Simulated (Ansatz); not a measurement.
# C2HBFN: basis-set convergence

Aim: see how fast density functionals converge with the basis set for C2HBFN.

Method: one geometry, several basis sets; program: Ansatz 0.2.0, Gaussian basis.

Plan: PBE0-D4/def2-SVP; ωB97M-V/def2-SVP; PBE0-D4/def2-QZVPP; ωB97M-V/def2-QZVPP; the functionals' def2-TZVPP values are taken from earlier runs.

### 1 The relaxed structure

All runs share one geometry, relaxed beforehand with PBE0-D4 in a triple-zeta def2 set.

6 atoms, charge 0, spin multiplicity 1.

Atoms are counted from 1 here; the program's logs count them from 0.

Bond lengths: F1–B2 1.269 Å, B2–C3 1.392 Å, C3–C4 1.409 Å, C3–H6 1.086 Å, C4–N5 1.155 Å. Angles: F1–B2–C3 178.5°, B2–C3–C4 122.3°, B2–C3–H6 119.2°, C4–C3–H6 118.5°, C3–C4–N5 179.9°.

### 2 PBE0-D4 in def2-SVP

in.yaml reads:

```yaml
crystal:
  periodic: [false, false, false]
  atoms:
    - {symbol: F, position_ang: [2.361739, -0.550979, 0.482682]}
    - {symbol: B, position_ang: [1.160698, -0.155387, 0.378033]}
    - {symbol: C, position_ang: [-0.152359, 0.299892, 0.291211]}
    - {symbol: C, position_ang: [-1.045021, -0.157943, -0.697922]}
    - {symbol: N, position_ang: [-1.775819, -0.533816, -1.508951]}
    - {symbol: H, position_ang: [-0.507137, 1.034233, 1.008748]}
basis:
  gaussian: {orbitals: def2-SVP}
hamiltonian: {xc: pbe0, dispersion: d4}
output: {orbitals: {seedname: orbitals}}
```

The run is started by

```bash
$ ansatz run in.yaml --threads 2 --pin off --events-out ev --progress --plain --max-ram 4352MiB
```

After this run come: ωB97M-V in def2-SVP; PBE0-D4 in def2-QZVPP; ωB97M-V in def2-QZVPP.

Q: Predict the results of all the runs planned. Wanted: PBE0-D4: double and triple zeta above quadruple; ωB97M-V: double and triple zeta above quadruple.

As calculated:

```
                                       quantity          value
PBE0-D4: double and triple zeta above quadruple  8.46, 0.37 eV
ωB97M-V: double and triple zeta above quadruple  8.65, 0.34 eV
```

For PBE0-D4 the step from double to triple zeta gains 8.09 eV and the next only 0.37 eV. These are total energies; as a rule much of such shifts cancels in differences, which this series doesn't test.
